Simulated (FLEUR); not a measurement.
**NbTe: single point with PBE**

Crystal: NbTe.

```
Te Nb
1.0
     3.70297    0.00000    0.00000
    -1.85149    3.20687    0.00000
     0.00000    0.00000    3.69421
Te Nb
1 1
Direct
  0.66667 0.33333 0.00000
  0.00000 0.00000 0.50000
```

The cell comes from a database or a generator and needn't be the stable form of this composition.

| Property | Result |
| --- | --- |
| Program | FLEUR MaX-R8.1 (later development tree) |
| Task | single point |
| Functional | PBE |
| Potentials or basis | all-electron |
| Basis | FLAPW |
| Kmax | 4.5 1/bohr |
| k mesh | 8 × 8 × 7 |
| Occupations | fermi-dirac, width 0.05 eV |
| Spin | no spin polarisation |

The band gap on the k mesh is none (metal or under the smearing width) and the valence electrons inside the program's atomic spheres are Te 19.19; Nb 11.16 (radii Te 2.32, Nb 2.58 bohr).

Levels at points of the mesh, in eV from the Fermi level:
| k point | band 16 | band 17 | band 18 | band 19 | band 20 | band 21 |
| --- | --- | --- | --- | --- | --- | --- |
| (0.00, 0.00, 0.00) | -3.00 | -2.35 | 0.13 | 0.13 | 2.43 | 2.43 |
| (0.00, 0.50, 0.00) | -2.64 | -2.61 | -0.20 | 1.22 | 1.49 | 3.02 |

Core levels (eV from the Fermi level):
```csv
atom,levels
1 Te,"1s1/2 -31604.1, 2s1/2 -4842.1, 2p1/2 -4536.3, 2p3/2 -4261.8, 3s1/2 -960.8, 3p1/2 -835.2, 3p3/2 -784.0, 4s1/2 -160.7, 3d3/2 -562.4, 3d5/2 -551.7"
2 Nb,"1s1/2 -18797.3, 2s1/2 -2626.6, 2p1/2 -2410.2, 2p3/2 -2314.4, 3s1/2 -436.1, 3p1/2 -354.6, 3p3/2 -339.1, 3d3/2 -195.3, 3d5/2 -192.4"
```

Wall time 120 s on 1 thread of Arm Neoverse V2, on a shared host, peak memory 0.11 GiB.

Spin-orbit coupling is left out, which matters for the levels of Te.
